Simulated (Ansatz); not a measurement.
This script drives the Python package of Ansatz (0.2.0).

`f3isn.py`
```python
"""Geometry optimisation of F3ISn."""

import argparse
import itertools

import ansatz as az
from ase import Atoms
from ase.data import atomic_numbers, covalent_radii
import numpy as np

parser = argparse.ArgumentParser(description="Geometry optimisation of F3ISn.")
parser.add_argument("--basis", required=True, help="Gaussian basis set")
parser.add_argument("--functional", default="pbe0", help="exchange-correlation functional")
parser.add_argument("--dispersion", default="d4", help="dispersion correction")
args = parser.parse_args()

atoms = Atoms(["F", "Sn", "F", "F", "I"], positions=[
    (-0.8636, -0.5423, 1.7244),
    (-0.0009, -0.1623, 0.0313),
    (1.84, -0.6576, 0.1871),
    (-0.7495, -1.1993, -1.3815),
    (-0.1761, 2.4879, -0.6027),
])
mol = az.Crystal.molecule_from_ase(atoms)

model = (
    mol.calculation()
    .basis(gaussian=args.basis)
    .functional(args.functional, dispersion=args.dispersion)
)
symbols = [site.symbol for site in mol.cartesian_sites]
start = np.array([site.position_ang for site in mol.cartesian_sites], dtype=float)
def progress(event):
    if event["event"] == "relax_step":
        row = event["data"]
        print(f"step {row['step']:3d}  E = {row['lagrangian_ev']:.6f} eV  largest force component {row['allowed_force_max_ev_ang']:.4f} eV/A")


data = model.relax(force_tolerance=0.005).session().plan().execute(on_event=progress).report
end = np.array(data["positions_ang"])

print(f"E = {data['free_energy_ev']:.6f} eV = {data['free_energy_ev'] / 27.211386246:.7f} Ha")
print("converged:", data["converged"], " doubts:", data["published_state_doubts"] or "none")

# pairs closer than 1.2 times the sum of covalent radii, before or after
radius = [covalent_radii[atomic_numbers[s]] for s in symbols]
span = lambda where, i, j: np.linalg.norm(where[i] - where[j])
bonded = [(i, j) for i, j in itertools.combinations(range(len(symbols)), 2) if min(span(start, i, j), span(end, i, j)) < 1.2 * (radius[i] + radius[j])]
print("pair        before    after (A)")
for i, j in bonded:
    print(f"{symbols[i]}{i}-{symbols[j]}{j}".ljust(10), f"{span(start, i, j):8.4f} {span(end, i, j):8.4f}")

charges = data["charge_distribution"]
dipole = np.array(charges["dipole_moment_e_ang"]) * 4.803205
print("dipole (D): {:.3f} {:.3f} {:.3f}, length {:.3f}".format(*dipole, np.linalg.norm(dipole)))
print("atom  Mulliken   Lowdin")
for symbol, m, l in zip(symbols, charges["mulliken_charges_e"], charges["lowdin_charges_e"]):
    print(f"{symbol:4s} {m:9.3f} {l:8.3f}")
with open("f3isn_opt.xyz", "w") as handle:
    handle.write(f"{len(symbols)}\nrelaxed F3ISn\n")
    handle.writelines(f"{s:2s} {x:11.6f} {y:11.6f} {z:11.6f}\n" for s, (x, y, z) in zip(symbols, end))
```

It is started by `python f3isn.py --basis def2-SVP`. How long does it take on 1 thread of Arm Neoverse V1, with other jobs on the host, and how much memory does it need?

It took about 38 s, with a peak of 0.31 GiB, for 1 run of the engine.

Output of `python f3isn.py --basis def2-SVP`:
```text
step   1  E = -22072.151693 eV  largest force component 1.3277 eV/A
step   2  E = -22072.236220 eV  largest force component 0.5132 eV/A
step   3  E = -22072.244784 eV  largest force component 0.1088 eV/A
step   4  E = -22072.245225 eV  largest force component 0.0724 eV/A
step   5  E = -22072.245461 eV  largest force component 0.0028 eV/A
E = -22072.245489 eV = -811.1400606 Ha
converged: True  doubts: none
pair        before    after (A)
F0-Sn1       1.9378   1.9129
Sn1-F2       1.9127   1.9129
Sn1-F3       1.9057   1.9129
Sn1-I4       2.7306   2.6237
dipole (D): -0.232 2.987 -0.683, length 3.073
atom  Mulliken   Lowdin
F       -0.402   -0.126
Sn       1.283    0.167
F       -0.402   -0.126
F       -0.402   -0.126
I       -0.077    0.212
```

File `f3isn_opt.xyz` afterwards:
```text
5
relaxed F3ISn
F    -0.852352   -0.548246    1.650886
Sn    0.015805   -0.090119    0.009043
F     1.827757   -0.673690    0.197476
F    -0.759248   -1.221739   -1.324368
I    -0.182061    2.460195   -0.574436
```

Notes:
- Total energies depend on the basis set; only differences at equal settings carry meaning.
- The end point is the stationary point reached from this start; no frequency run checks that it is a minimum, and the basis set is modest.
- The Löwdin charges here are taken after orthogonalising the functions within each atom; they differ from plain Löwdin charges, and their signs can be unphysical.
